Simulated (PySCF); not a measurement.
**[TlI2]+: a change of charge**

Aim: at the relaxed geometry of [TlI2]+, try a change of charge. The structure is generated, not taken from experiment.

Method: PBE0, Tl def2-SVP with ECP60, I def2-SVP with ECP28; scalar-relativistic core potentials, no spin–orbit coupling; program: PySCF 2.14.0.

1 further run of the same task is left out (for a known fault of the program).

## (1) The system as given

3 atoms, charge 1, spin multiplicity 1.

Bond lengths: Tl1–I2 2.623 Å, Tl1–I3 2.623 Å. Angles: I2–Tl1–I3 180.0°.

Coordinates:

```xyz
3

Tl    0.00000    0.00000    0.12709
I     2.62318    0.00000    0.12716
I    -2.62318    0.00000    0.12716
```

Formal oxidation states: Tl +3. An earlier session relaxed this geometry at PBE0, Tl def2-SVP with ECP60, I def2-SVP with ECP28 (singlet, point group D∞h).

Its energy there is -767.733532 Eh.

## (2) One electron removed, multiplicity 2

run.py (the lines that set the calculation) reads:

```python
mol = gto.M(atom='''
Tl     0.00000     0.00000     0.12709
I      2.62318     0.00000     0.12716
I     -2.62318     0.00000     0.12716''',
    basis={'Tl': 'def2-SVP', 'I': 'def2-SVP'},
    ecp={'Tl': 'def2-SVP', 'I': 'def2-SVP'},
    charge=2, spin=1)
mf = dft.UKS(mol, xc='PBE0')
mf.grids.atom_grid = (50, 194)
mf = mf.density_fit()  # fitting sets: Tl def2-universal-JKFIT, I def2-universal-JKFIT
mf.conv_tol = 1e-08; mf.max_cycle = 55
mf.kernel(dm0)  # dm0: the density of the relaxed state
```

Started as:

```bash
$ OMP_NUM_THREADS=2 python run.py
```

The log of the run:

```text
init E= -767.738035117147
cycle= 1 E= -767.17608182534  delta_E= 0.562  |g|= 0.132  |ddm|= 0.796
  HOMO = -0.679944457026  LUMO = -0.642051015862  gap/eV = 1.03113
cycle= 2 E= -767.185396602933  delta_E= -0.00931  |g|= 0.101  |ddm|= 0.499
  HOMO = -0.656624469573  LUMO = -0.616613878917  gap/eV = 1.08874
cycle= 3 E= -767.190670106996  delta_E= -0.00527  |g|= 0.0233  |ddm|= 0.205
  HOMO = -0.652877091237  LUMO = -0.613064040933  gap/eV = 1.08337
cycle= 4 E= -767.190980414004  delta_E= -0.00031  |g|= 0.0106  |ddm|= 0.0587
  HOMO = -0.651964609548  LUMO = -0.611724533671  gap/eV = 1.09499
cycle= 5 E= -767.19107295782  delta_E= -9.25e-05  |g|= 0.00135  |ddm|= 0.0217
  HOMO = -0.651919831961  LUMO = -0.611610303022  gap/eV = 1.09688
cycle= 6 E= -767.191075630132  delta_E= -2.67e-06  |g|= 0.000375  |ddm|= 0.00397
  HOMO = -0.651927845956  LUMO = -0.611583525871  gap/eV = 1.09782
cycle= 7 E= -767.191075839451  delta_E= -2.09e-07  |g|= 7.69e-05  |ddm|= 0.00108
  HOMO = -0.651926328813  LUMO = -0.61157243734  gap/eV = 1.09809
cycle= 8 E= -767.191075853323  delta_E= -1.39e-08  |g|= 3.3e-05  |ddm|= 0.000377
  HOMO = -0.651926502472  LUMO = -0.611572296644  gap/eV = 1.09809
cycle= 9 E= -767.191075844111  delta_E= 9.21e-09  |g|= 0.000101  |ddm|= 0.000259
  HOMO = -0.651926607074  LUMO = -0.611572241994  gap/eV = 1.09810
cycle= 10 E= -767.191075854692  delta_E= -1.06e-08  |g|= 3.46e-06  |ddm|= 0.000204
  HOMO = -0.65192655517  LUMO = -0.611572200888  gap/eV = 1.09810
cycle= 11 E= -767.191075854711  delta_E= -1.89e-11  |g|= 2.31e-07  |ddm|= 1.41e-05
  HOMO = -0.651926564882  LUMO = -0.611572226215  gap/eV = 1.09810
Extra cycle  E= -767.191075854711  delta_E= -4.55e-13  |g|= 1.45e-07  |ddm|= 9.02e-07
converged SCF energy = -767.191075854711  <S^2> = 0.75923105  2S+1 = 2.0092098
```

Wall time 1.6 s (2 threads of Arm Neoverse V1, shared host).

Result: E = -767.191076 Eh (+14.761 eV from the relaxed state), HOMO -17.74 eV, LUMO -16.64 eV (over both spins), ⟨S²⟩ = 0.759, Mulliken charge on Tl1 +0.70 e. 

## (3) One electron added, multiplicity 2

Changes to run.py (the lines that set the calculation) since step 2:

```diff
@@ -6,3 +6,3 @@
     ecp={'Tl': 'def2-SVP', 'I': 'def2-SVP'},
-    charge=2, spin=1)
+    charge=0, spin=1)
 mf = dft.UKS(mol, xc='PBE0')
```

Started as:

```bash
$ OMP_NUM_THREADS=2 python run.py
```

The log of the run:

```text
init E= -767.737784994122
  HOMO = -0.338785132203  LUMO = -0.333840456642  gap/eV = 0.13455
cycle= 1 E= -767.985621848278  delta_E= -0.248  |g|= 0.137  |ddm|= 1.58
  HOMO = -0.16863539125  LUMO = -0.0981420272756  gap/eV = 1.91822
cycle= 2 E= -767.995511661323  delta_E= -0.00989  |g|= 0.109  |ddm|= 0.671
  HOMO = -0.195892255109  LUMO = -0.123795755035  gap/eV = 1.96185
cycle= 3 E= -768.001720279367  delta_E= -0.00621  |g|= 0.015  |ddm|= 0.245
  HOMO = -0.199548479835  LUMO = -0.126268401873  gap/eV = 1.99405
cycle= 4 E= -768.001799219759  delta_E= -7.89e-05  |g|= 0.0114  |ddm|= 0.0435
  HOMO = -0.200535807615  LUMO = -0.126759184518  gap/eV = 2.00756
cycle= 5 E= -768.001895508418  delta_E= -9.63e-05  |g|= 0.00094  |ddm|= 0.0222
  HOMO = -0.20060171593  LUMO = -0.126545754839  gap/eV = 2.01517
cycle= 6 E= -768.001896312369  delta_E= -8.04e-07  |g|= 0.000322  |ddm|= 0.00257
  HOMO = -0.200591705618  LUMO = -0.12649230548  gap/eV = 2.01635
cycle= 7 E= -768.001896397005  delta_E= -8.46e-08  |g|= 4.38e-05  |ddm|= 0.000553
  HOMO = -0.200591954248  LUMO = -0.126480958189  gap/eV = 2.01666
cycle= 8 E= -768.001896399791  delta_E= -2.79e-09  |g|= 7.57e-06  |ddm|= 0.000167
  HOMO = -0.200592376959  LUMO = -0.12648139497  gap/eV = 2.01666
Extra cycle  E= -768.001896399822  delta_E= -3.14e-11  |g|= 8.82e-06  |ddm|= 3.58e-05
converged SCF energy = -768.001896399822  <S^2> = 0.75374376  2S+1 = 2.0037403
```

It took 1.3 s on 2 threads of Arm Neoverse V1, shared host.

It gives: E = -768.001896 Eh (-7.303 eV from the relaxed state), HOMO -5.46 eV, LUMO -3.44 eV (over both spins), ⟨S²⟩ = 0.754, Mulliken charge on Tl1 +0.33 e. 

## (4) Results

| state | energy from the relaxed state (eV) | ⟨S²⟩ | time |
| --- | --- | --- | --- |
| charge +1, singlet, vacuum (relaxed) | 0 | 0.00 |  |
| charge 0, doublet, vacuum | -7.30 | 0.75 | 1.3 s |
| charge +2, doublet, vacuum | 14.76 | 0.76 | 1.6 s |

An electron taken off or put on is at rest in vacuum. 

Removing an electron vertically costs 14.76 eV (doublet), against −HOMO = 12.88 eV. Adding an electron vertically releases 7.30 eV (doublet). The bases are small and lack diffuse functions. Spin–orbit coupling is left out.
